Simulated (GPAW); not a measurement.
Here is a GPAW 26.7.0 calculation.

Contents of run.py:

```python
from ase.calculators.mixing import SumCalculator
from ase.filters import FrechetCellFilter
from ase.io import read, write
from ase.optimize import BFGS
from dftd4.ase import DFTD4
from gpaw import GPAW, PW, setup_paths

setup_paths.insert(0, '.')

atoms = read('Si.cif')

calc = GPAW(mode=PW(600),
            xc='PBEsol',
            kpts={'size': (8, 8, 8), 'gamma': True},
            occupations={'name': 'fermi-dirac', 'width': 0.05},
            nbands=8,
            convergence={'density': 1e-05, 'energy': 1e-05},
            maxiter=150,
            txt='gpaw.txt')
atoms.calc = SumCalculator([calc, DFTD4(method='pbesol')])
opt = BFGS(FrechetCellFilter(atoms), trajectory='relax.traj', logfile='-')
done = opt.run(fmax=0.02, steps=60)
calc.write('gs.gpw')
write('result.traj', atoms)
print('Converged:', done)
print('Cell:', atoms.cell.cellpar().round(4))
print('Volume:', round(atoms.get_volume(), 4))
print(atoms.get_scaled_positions().round(5))
```

File Si.cif:

```cif
data_Si
_cell_length_a 2.48812051
_cell_length_b 2.55163678
_cell_length_c 2.61513858
_cell_angle_alpha 62.02234072
_cell_angle_beta 88.18293820
_cell_angle_gamma 88.45934956
_space_group_name_H-M_alt 'P-1'
_space_group_name_Hall '-P 1'
_space_group_IT_number 2
loop_
_space_group_symop_operation_xyz
'x,y,z'
'-x,-y,-z'
loop_
_atom_site_label
_atom_site_type_symbol
_atom_site_symmetry_multiplicity
_atom_site_Wyckoff_symbol
_atom_site_fract_x
_atom_site_fract_y
_atom_site_fract_z
_atom_site_occupancy
Si1 Si 1 a 0.0000000000 0.0000000000 0.0000000000 1
```

Potentials or basis: PAW data sets generated in the run's folder for this functional, pw.

Launch:

```sh
$ gpaw-setup -f PBEsol Si
$ OMP_NUM_THREADS=1 python run.py
```

Question: Predict the relaxed volume.

Answer: 14.54 Å³/atom.

Question: What does it give for the relaxed cell?

Answer: a = 2.423 Å, b = 2.634 Å, c = 2.631 Å, α = 60.07°, β = 90.00°, γ = 90.05°.

Final structure:
```
Si
1.0
     2.42225   -0.03344   -0.02568
     0.03452    2.63332    0.02648
     0.04187    1.28924    2.29253
Si
1
Direct
  0.00000 0.00000 0.00000
```

Caveat: later steps reuse the first step's grids; pairwise dispersion overbinds metals, which lowers pressure and volume.
